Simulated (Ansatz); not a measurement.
# AsBH6Si: the cost of one run

Method: RKS PBE/def2-SVP, in Ansatz 0.2.0.

### 1 The system as given

Bond lengths: Si1–B2 1.960 Å, B2–As3 2.038 Å, Si1–H4 1.477 Å, Si1–H5 1.472 Å, Si1–H6 1.476 Å, B2–H7 1.175 Å, As3–H8 1.512 Å, As3–H9 1.512 Å. Angles: Si1–B2–As3 122.4°, Si1–B2–H7 120.5°, As3–B2–H7 117.1°, B2–Si1–H4 111.7°, B2–Si1–H5 116.0°, B2–Si1–H6 112.0°, H4–Si1–H5 105.4°, H4–Si1–H6 105.6°, H5–Si1–H6 105.3°, B2–As3–H8 91.9°, B2–As3–H9 91.5°, H8–As3–H9 87.4°.

Coordinates:

```xyz
9

Si   -0.6818    1.0375   -0.9681
B     0.5288   -0.1478    0.0171
As   -0.1158   -1.3576    1.5254
H    -1.7501    0.2820   -1.6523
H    -0.0615    1.8682   -2.0130
H    -1.3759    1.9868   -0.0755
H     1.6725   -0.1882   -0.2507
H     0.7233   -2.5112    1.0249
H     1.0604   -0.9697    2.3922
```

### 2 End point A

input.yaml reads:

```yaml
crystal:
  periodic: [false, false, false]
  atoms:
    - { symbol: Si, position_ang: [-0.68177, 1.03755, -0.96813] }
    - { symbol: B, position_ang: [0.52876, -0.14779, 0.0171] }
    - { symbol: As, position_ang: [-0.11577, -1.35764, 1.52542] }
    - { symbol: H, position_ang: [-1.75007, 0.28203, -1.6523] }
    - { symbol: H, position_ang: [-0.06147, 1.86819, -2.01299] }
    - { symbol: H, position_ang: [-1.37586, 1.98679, -0.0755] }
    - { symbol: H, position_ang: [1.67253, -0.18824, -0.25074] }
    - { symbol: H, position_ang: [0.72327, -2.51119, 1.02492] }
    - { symbol: H, position_ang: [1.06039, -0.96969, 2.39221] }
basis:
  gaussian: { orbitals: def2-SVP }
hamiltonian:
  xc: pbe
relax:
  f_tol: 0.02
  max_steps: 50
```

Launch:

```
$ ansatz run input.yaml --threads 2 --pin off --max-ram 3072MiB --backend cpu --events-out ev --progress --plain --runs-dir out
```

What time and memory should one allow on 2 threads of AMD EPYC 7R13 (Zen 3), shared host?

About 21 s, with a peak of 0.15 GiB.
